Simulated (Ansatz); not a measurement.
# AsS: the cost of one run

Method: def2-QZVPP, all electrons in the functionals, frozen cores in the correlation of double hybrids and RPA; program: Ansatz 0.2.0, Gaussian basis.

To be run: PBE, BLYP, r2SCAN, B97M-V, PBE0, B3LYP, wB97M-V, B2PLYP, at charge 1, triplet; charge 1, singlet; charge 1, quintet.

6 further runs of the same task are left out: 6 set aside as unsound or not needed.

### Step 1. What is computed

The geometry is a PBE0/def2-TZVP stationary point (not a proven minimum). No spin-orbit coupling is included. The filled d shell of As may be among the frozen orbitals whatever the setting's name suggests; the logs give the count.

2 atoms, charge 1, spin multiplicity 3.

Atoms are counted from 1 here; the program's logs count them from 0.

Bond lengths: S1–As2 2.146 Å.

No dispersion term is added; B97M-V, wB97M-V hold VV10 nonlocal correlation. B3LYP takes the VWN-RPA correlation.

The geometry shown and the zero of energy belong to the point charge 1, triplet. The yardstick, RCCSD(T), and other wave-function levels (R restricted, U unrestricted, valence and pair active spaces) come from earlier runs.

### Step 2. PBE, charge 1, triplet

The input, in.yaml:

```yaml
crystal:
  periodic: [false, false, false]
  atoms:
    - {symbol: S, position_ang: [0.000000, 0.000000, 0.000000]}
    - {symbol: As, position_ang: [0.000000, 0.000000, 2.146200]}
basis:
  gaussian: {orbitals: "def2-QZVPP.json"}
total_charge: 1
magnetization: {spin_polarized: true, initial_magnetization: 2}
hamiltonian: {xc: {name: PBE}}
output: {orbitals: {seedname: orbitals}}
```

The run is started by

```bash
ansatz run in.yaml --threads 1 --pin off --events-out ev --progress --plain --max-ram 2393MiB
```

What time and memory should one allow on 1 thread of Arm Neoverse V1, shared host?

About 32 s, with a peak of 0.31 GiB.
